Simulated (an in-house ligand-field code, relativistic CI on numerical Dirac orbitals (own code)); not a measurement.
**d1 in a ligand field: terms against the cubic field**

Which terms of d1 lie lowest for given Racah parameters and ligand field?

The numbers are computed with an in-house ligand-field code version 1 (parametric ligand-field model of a d^n configuration (Racah B and C, spin-orbit zeta, crystal field), exact diagonalisation), except any that are marked as measured or tabulated.

### Step 1. The atom as given

| Property | Result |
| --- | --- |
| shell | d1 |
| set 1 (cm⁻¹) | B = 800, C = 4020, Oh, 10Dq = 26400 |
| set 2 (cm⁻¹) | B = 800, C = 4020, Oh, 10Dq = 28000 |
| set 3 (cm⁻¹) | B = 800, C = 4020, Oh, 10Dq = 29600 |
| set 4 (cm⁻¹) | B = 800, C = 4020, Oh, 10Dq = 31200 |
| set 5 (cm⁻¹) | B = 800, C = 4020, Oh, 10Dq = 32800 |
| set 6 (cm⁻¹) | B = 800, C = 4020, Oh, 10Dq = 34400 |
| set 7 (cm⁻¹) | B = 800, C = 4020, Oh, 10Dq = 36000 |
| set 8 (cm⁻¹) | B = 800, C = 4020, Oh, 10Dq = 37600 |

### Step 2. Set 1

The run's settings:

```ini
n = 1
racah_B = 800  # cm-1
racah_C = 4020  # cm-1
zeta = 0  # cm-1
symmetry = Oh
field = {"10Dq": 26400}  # cm-1
```

### Step 3. Set 2

The run's settings:

```ini
n = 1
racah_B = 800  # cm-1
racah_C = 4020  # cm-1
zeta = 0  # cm-1
symmetry = Oh
field = {"10Dq": 28000}  # cm-1
```

### Step 4. Set 3

The run's settings:

```ini
n = 1
racah_B = 800  # cm-1
racah_C = 4020  # cm-1
zeta = 0  # cm-1
symmetry = Oh
field = {"10Dq": 29600}  # cm-1
```

### Step 5. Set 4

The run's settings:

```ini
n = 1
racah_B = 800  # cm-1
racah_C = 4020  # cm-1
zeta = 0  # cm-1
symmetry = Oh
field = {"10Dq": 31200}  # cm-1
```

### Step 6. Set 5

The run's settings:

```ini
n = 1
racah_B = 800  # cm-1
racah_C = 4020  # cm-1
zeta = 0  # cm-1
symmetry = Oh
field = {"10Dq": 32800}  # cm-1
```

### Step 7. Set 6

The run's settings:

```ini
n = 1
racah_B = 800  # cm-1
racah_C = 4020  # cm-1
zeta = 0  # cm-1
symmetry = Oh
field = {"10Dq": 34400}  # cm-1
```

### Step 8. Set 7

The run's settings:

```ini
n = 1
racah_B = 800  # cm-1
racah_C = 4020  # cm-1
zeta = 0  # cm-1
symmetry = Oh
field = {"10Dq": 36000}  # cm-1
```

### Step 9. Set 8

The run's settings:

```ini
n = 1
racah_B = 800  # cm-1
racah_C = 4020  # cm-1
zeta = 0  # cm-1
symmetry = Oh
field = {"10Dq": 37600}  # cm-1
```

(Steps that only read results are left out.)

Before running it: what results should come out? Wanted: lowest terms.

As calculated:

| set | 10Dq/B (size) | lowest | S | electrons in z² and x²-y² | first level of the same spin (cm⁻¹) |
| --- | --- | --- | --- | --- | --- |
| 1: Oh | 33.0 | 2T2 | 0.50 | 0.00 | 2E 26400 |
| 2: Oh | 35.0 | 2T2 | 0.50 | 0.00 | 2E 28000 |
| 3: Oh | 37.0 | 2T2 | 0.50 | 0.00 | 2E 29600 |
| 4: Oh | 39.0 | 2T2 | 0.50 | 0.00 | 2E 31200 |
| 5: Oh | 41.0 | 2T2 | 0.50 | 0.00 | 2E 32800 |
| 6: Oh | 43.0 | 2T2 | 0.50 | 0.00 | 2E 34400 |
| 7: Oh | 45.0 | 2T2 | 0.50 | 0.00 | 2E 36000 |
| 8: Oh | 47.0 | 2T2 | 0.50 | 0.00 | 2E 37600 |

| quantity | value |
| --- | --- |
| lowest terms | 1: 2T2, 2: 2T2, 3: 2T2, 4: 2T2, 5: 2T2, 6: 2T2, 7: 2T2, 8: 2T2 |

What this shows: The lowest term stays 2T2 over this range. B, C and the field are free parameters here, not those of a compound.
